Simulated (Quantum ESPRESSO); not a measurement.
Here is a Quantum ESPRESSO 7.5 calculation.

Contents of run.py:

```python
import numpy as np
from ase.calculators.espresso import Espresso, EspressoProfile
from ase.io import read

atoms = read('POSCAR')

input_data = {
    'control': {'calculation': 'scf', 'prefix': 'pwscf', 'outdir': './tmp', 'tprnfor': True, 'tstress': True, 'disk_io': 'nowf'},
    'system': {'ecutwfc': 60.0, 'ecutrho': 440.0, 'nbnd': 40, 'occupations': 'smearing', 'smearing': 'fd', 'degauss': 0.00367493},
    'electrons': {'conv_thr': 1.6e-09, 'electron_maxstep': 120, 'mixing_beta': 0.5},
}
pseudopotentials = {'Sc': 'Sc_ONCV_PBE-1.0.oncvpsp.upf', 'Be': 'be_pbe_v1.4.uspp.F.UPF', 'Te': 'Te_pbe_v1.uspp.F.UPF'}
profile = EspressoProfile(command='pw.x', pseudo_dir='pseudo')
dft = Espresso(profile=profile, input_data=input_data, pseudopotentials=pseudopotentials, kpts=(5, 5, 5), koffset=(0, 0, 0))
atoms.calc = dft

print(f'energy {atoms.get_potential_energy():.8f} eV')
print('forces (eV/A)')
print(np.round(atoms.get_forces(), 6))
print('stress (eV/A^3, Voigt)')
print(np.round(atoms.get_stress(), 8))
print(f'Fermi level {dft.get_fermi_level():.4f} eV')
```

The input POSCAR:

```
Sc3Be2Te3
1.0
    5.5300947200      0.0000000000      0.0000000000
    0.0000000000      5.5300947200      0.0000000000
    0.0000000000      0.0000000000      5.5300947200
Sc Be Te
3 2 3
Direct
    0.0000000000      0.5000000000      0.5000000000
    0.5000000000      0.0000000000      0.5000000000
    0.5000000000      0.5000000000      0.0000000000
    0.0000000000      0.0000000000      0.0000000000
    0.5000000000      0.5000000000      0.5000000000
    0.5000000000      0.0000000000      0.0000000000
    0.0000000000      0.5000000000      0.0000000000
    0.0000000000      0.0000000000      0.5000000000
```

Potentials or basis: SSSP 1.3 efficiency PBE.

Launch:

```sh
$ OMP_NUM_THREADS=1 python run.py
```

(1) Predict the pressure.

(2) Estimate the band gap on the k mesh.

## Answers

(1) 6.8 GPa.

(2) none (metal or under the smearing width).
